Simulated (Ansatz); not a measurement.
## GaGe in Ansatz: convergence with smearing width

Input of the first run (smearing width 0.3 eV); the others differ in this setting and in those tied to it:

The input input.yaml:

```yaml
crystal:
  lattice:
    - [0.0, 2.897844, 2.897844]
    - [2.897844, 0.0, 2.897844]
    - [2.897844, 2.897844, 0.0]
  atoms:
    - { symbol: Ge, position: [-0.007234, -0.010274, 0.025349] }
    - { symbol: Ga, position: [0.239969, 0.246622, 0.264274] }
hamiltonian:
  xc: pbe
  pseudopotentials: { kind: paw }
kpoints:
  mp_grid: { grid: [6, 6, 6] }
scf:
  occupations: { method: fermi_dirac, width: 0.3 }
output:
  forces: true
  stress: true
  eigenvalues: true
```

Potentials or basis: Ansatz PAW.

Launch:

```sh
$ ansatz run input.yaml --threads 2 --pin off --max-ram 5632MiB --backend cpu --events-out ev --progress --plain --runs-dir out
```

The cell isn't the ideal one: atoms moved at random, drawn with an rms of 0.05 Å.

The cell comes from a database or a generator and needn't be the stable form of this composition.

Hardware: 2 threads of Arm Neoverse V1, with other jobs on the host.

Problem. The values tried are 0.3 eV, 0.2 eV, 0.15 eV, 0.1 eV, 0.05 eV, 0.025 eV, 0.01 eV, 0.005 eV, loosest first. From which on does the pressure stay within 0.1 GPa of the tightest run that finished?

Solution. From 0.15 eV on.

| smearing width | energy less the tightest run, at zero smearing (meV/atom) | pressure (GPa) | largest force (eV/Å) | SCF cycles | CPU time (s) | peak memory (GiB) |
| --- | --- | --- | --- | --- | --- | --- |
| 0.3 eV | -4.69 | 0.59 | 0.210 | 6 | 9.6 | 0.4 |
| 0.2 eV | -3.30 | 0.34 | 0.209 | 6 | 9.5 | 0.4 |
| 0.15 eV | -3.33 | 0.24 | 0.212 | 6 | 9.2 | 0.4 |
| 0.1 eV | -2.88 | 0.17 | 0.214 | 6 | 9 | 0.4 |
| 0.05 eV | -1.07 | 0.15 | 0.196 | 7 | 10 | 0.4 |
| 0.025 eV | -0.19 | 0.15 | 0.169 | 8 | 11 | 0.4 |
| 0.01 eV | -0.01 | 0.15 | 0.150 | 8 | 11 | 0.4 |
| 0.005 eV | 0.00 | 0.15 | 0.149 | 9 | 12 | 0.4 |

Against the tightest run, the energy stays within 1 meV/atom from 0.025 eV on; the largest force stays within 0.005 eV/Å from 0.01 eV on. Narrower smearing needs a denser k mesh, so at a fixed mesh the narrowest width isn't the most accurate. The tightest run that finished is the yardstick and may itself not be fully converged.
